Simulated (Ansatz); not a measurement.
# AlGeHO (quintet): wave-function methods side by side, cc-pVDZ

An exercise on one series of results from a longer session: the logs are not shown, and one member is left open.

Program: Ansatz 0.2.0, Gaussian basis. Level of theory: cc-pVDZ, core rule «outside noble gas», up to 20 orbitals frozen. These are calculated values, not measurements.

Plan: UHF; CCSD(T) on ROHF; CCSD(T) on UHF; BCCD(T) on ROHF; CISD as a restricted active space (open shells left free, so some higher excitations enter); CCSDT(Q) on ROHF; CCSDT(Q) on UHF; CASSCF and NEVPT2, 12 electrons in 11 orbitals.

24 further runs of the same task are left out: 6 that didn't finish, 18 set aside as unsound or not needed. Runs told in other sessions of the task aren't counted.

## The system

The geometry is a PBE0/def2-TZVP stationary point (not a proven minimum) of the parent state, kept for this charge and spin. No spin-orbit coupling is included. The filled d shell of Ge may be among the frozen orbitals whatever the setting's name suggests.

4 atoms, charge 0, spin multiplicity 5.

Atoms are counted from 1 here; the program's logs count them from 0.

Bond lengths: Al1–Ge2 2.419 Å, Al1–O3 1.651 Å, O3–H4 0.948 Å. Angles: Ge2–Al1–O3 180.0°, Al1–O3–H4 180.0°.

Set-up of the first run:

Contents of in.yaml:

```yaml
crystal:
  periodic: [false, false, false]
  atoms:
    - {symbol: Al, position_ang: [0.000000, 0.000000, -0.457800]}
    - {symbol: Ge, position_ang: [0.000000, 0.000000, -2.877000]}
    - {symbol: O, position_ang: [0.000000, 0.000000, 1.193600]}
    - {symbol: H, position_ang: [0.000000, 0.000000, 2.141200]}
basis:
  gaussian: {orbitals: cc-pVDZ}
magnetization: {spin_polarized: true, initial_magnetization: 4}
hamiltonian: {xc: hf}
output: {orbitals: {seedname: orbitals}}
```

Started as:

```
$ ansatz run in.yaml --threads 1 --pin off --events-out ev --progress --plain --max-ram 2393MiB
```

Among the steps run: UHF; CCSD(T) on ROHF; CCSD(T) on UHF; BCCD(T) on ROHF; CISD as a restricted active space (open shells left free, so some higher excitations enter); CCSDT(Q) on ROHF; CCSDT(Q) on UHF; CASSCF and NEVPT2, 12 electrons in 11 orbitals.

One table of the session follows, with a row left open; its other results are not shown here.

It belongs to the step «Misses and costs». 

```
         method  from RCCSDT(Q) (meV)
           ROHF               +8564.1
            UHF               +8512.6
           RMP2                +870.9
           UMP2                +852.2
           CISD               +1029.9
          RCCSD                +297.6
          UCCSD                     ?
       RCCSD(T)                 +56.6
       UCCSD(T)                 +38.9
        BCCD(T)                 +54.7
         RCCSDT                 +23.6
         UCCSDT                  +6.1
      RCCSDT(Q)                     0
      UCCSDT(Q)                 -21.3
CASSCF frontier               +5996.4
NEVPT2 frontier               +1398.8
```

**Question.** Estimate the row for UCCSD.

**Answer.** from RCCSDT(Q) (meV): +280.2. In the column «from RCCSDT(Q) (meV)» it lies between RCCSD(T) (+56.6) and RCCSD (+297.6).

Caveats from the session: Restricted and unrestricted rows rest on different reference determinants; a gap between their highest levels can come from leftover correlation error, from unlike frozen cores or from another state.
